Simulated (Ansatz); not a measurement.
# Al₂N₂H₈: how energies converge with the basis set

The task here is to estimate one member of a computed series from the others.

The runs use Ansatz 0.2.0, Gaussian basis; one geometry, several basis sets.

Plan: PBE0-D4/def2-SVP; ωB97M-V/def2-SVP; PBE0-D4/def2-QZVPP; ωB97M-V/def2-QZVPP; the functionals' def2-TZVPP values are taken from earlier runs.

## Structure used throughout

The geometry comes from an earlier relaxation with PBE0-D4 in a triple-zeta def2 set; it is a stationary point, not always the lowest conformer.

SMILES `[NH2+]1[AlH2-][NH2+][AlH2-]1`, 12 atoms, charge 0, spin multiplicity 1.

Atoms are counted from 1 here; the program's logs count them from 0.

Bond lengths: N1–Al2 1.957 Å, N1–Al4 1.957 Å, N1–H5 1.014 Å, N1–H6 1.014 Å, Al2–N3 1.957 Å, Al2–H7 1.592 Å, Al2–H8 1.592 Å, N3–Al4 1.957 Å, N3–H9 1.014 Å, N3–H10 1.014 Å, Al4–H11 1.592 Å, Al4–H12 1.592 Å. Angles: Al2–N1–Al4 92.1°, Al2–N1–H5 114.4°, Al2–N1–H6 114.5°, Al4–N1–H5 114.4°, Al4–N1–H6 114.5°, H5–N1–H6 106.8°, N1–Al2–N3 87.9°, N1–Al2–H7 110.0°, N1–Al2–H8 110.0°, N3–Al2–H7 110.0°, N3–Al2–H8 110.0°, H7–Al2–H8 123.2°, Al2–N3–Al4 92.1°, Al2–N3–H9 114.4°, Al2–N3–H10 114.5°, Al4–N3–H9 114.4°, Al4–N3–H10 114.5°, H9–N3–H10 106.8° and more.

Set-up of the first run:

Contents of in.yaml:

```yaml
crystal:
  periodic: [false, false, false]
  atoms:
    - {symbol: N, position_ang: [-1.001254, 0.334145, -0.854554]}
    - {symbol: Al, position_ang: [0.951337, 0.336851, -0.982978]}
    - {symbol: N, position_ang: [1.001157, -0.337141, 0.853440]}
    - {symbol: Al, position_ang: [-0.951321, -0.334246, 0.983884]}
    - {symbol: H, position_ang: [-1.463817, -0.282830, -1.512546]}
    - {symbol: H, position_ang: [-1.429865, 1.246934, -0.957743]}
    - {symbol: H, position_ang: [1.492000, 1.833479, -1.028507]}
    - {symbol: H, position_ang: [1.433010, -0.795750, -1.992669]}
    - {symbol: H, position_ang: [1.426634, -1.251825, 0.952948]}
    - {symbol: H, position_ang: [1.466718, 0.275880, 1.512985]}
    - {symbol: H, position_ang: [-1.496526, -1.829018, 1.035661]}
    - {symbol: H, position_ang: [-1.428083, 0.803531, 1.990088]}
basis:
  gaussian: {orbitals: def2-SVP}
hamiltonian: {xc: pbe0, dispersion: d4}
output: {orbitals: {seedname: orbitals}}
```

On the command line:

```bash
> ansatz run in.yaml --threads 4 --pin off --events-out ev --progress --plain --max-ram 10444MiB
```

Steps of the session up to this table: PBE0-D4 in def2-SVP; ωB97M-V in def2-SVP; PBE0-D4 in def2-QZVPP; ωB97M-V in def2-QZVPP.

One table of the session follows, with a row left open; its other results are not shown here.

It belongs to the step «Functionals by basis». 

```
functional       basis  HOMO (eV)  LUMO (eV)
   PBE0-D4    def2-SVP          ?          ?
   PBE0-D4  def2-TZVPP      -7.96      -0.25
   PBE0-D4  def2-QZVPP      -7.96      -0.49
   ωB97M-V    def2-SVP     -10.14       1.71
   ωB97M-V  def2-TZVPP     -10.22       1.16
   ωB97M-V  def2-QZVPP     -10.23       0.55
```

Estimate the missing values for PBE0-D4, def2-SVP.

**Answer.** HOMO (eV): -7.93; LUMO (eV): 0.09. In the column «HOMO (eV)» it is the highest.
